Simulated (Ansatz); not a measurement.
# CoO: the cost of one run

Computed with Ansatz 0.2.0 (DFT PBE, PAW, plane waves, scalar-relativistic, unless a step's input says otherwise).

## Step 1: The system as given

It takes space group Fm-3m (No. 225, cubic). The conventional cell has a = 4.267 Å, b = 4.267 Å, c = 4.267 Å, α = 90.00°, β = 90.00°, γ = 90.00°. Around Co (site symmetry m-3m) lie 6 O at 2.13 Å. Around O (site symmetry m-3m) lie 6 Co at 2.13 Å.

Structure file:

```cif
data_structure
_symmetry_space_group_name_H-M 'Fm-3m'
_symmetry_Int_Tables_number 225
_cell_length_a 4.2667
_cell_length_b 4.2667
_cell_length_c 4.2667
_cell_angle_alpha 90.000
_cell_angle_beta 90.000
_cell_angle_gamma 90.000
_cell_volume 77.67
loop_
_atom_site_label
_atom_site_type_symbol
_atom_site_symmetry_multiplicity
_atom_site_Wyckoff_symbol
_atom_site_fract_x
_atom_site_fract_y
_atom_site_fract_z
_atom_site_occupancy
Co1 Co 4 a 0.00000 0.00000 0.00000 1
O1 O 4 b 0.50000 0.00000 0.00000 1
```

In tables a label like O4 counts atoms in the order of input.yaml; a structure file may count by element.

The first starts: parallel moments, plain SCF; opposed moments +-, plain SCF; no spin polarisation; spin on, no moments given (the program may seed its own), plain SCF. What is tried next depends on their ends.

“Plain SCF” means no search for lower states. Ends within 0.2 meV/atom and 0.1 μB count as one state.

Site moments are integrals over atomic spheres and don't add up to the total.

## Step 2: Parallel moments, plain SCF

input.yaml

```yaml
crystal:
  lattice:
    - [-2.13335, -2.13335, -4.2667]
    - [2.13335, -2.13335, 0.0]
    - [-2.13335, -2.13335, 0.0]
  atoms:
    - { symbol: Co, position: [0.0, 0.0, 0.0], spin: 3.0 }
    - { symbol: Co, position: [0.5, 0.5, 0.0], spin: 3.0 }
    - { symbol: O, position: [0.0, 0.5, 0.5] }
    - { symbol: O, position: [0.5, 0.0, 0.5] }
magnetization:
  spin_polarized: true
hamiltonian:
  xc: pbe
  pseudopotentials: { kind: paw }
basis:
  ecutwfc: 420
kpoints:
  mp_grid: { grid: [5, 7, 8] }
scf:
  occupations: { method: fermi_dirac, width: 0.05 }
  lower_state_search: "off"
output:
  forces: true
  stress: true
```

What time and memory should one allow on 2 threads of an Arm CPU, shared host?

About 7.7 s, with a peak of 0.41 GiB.
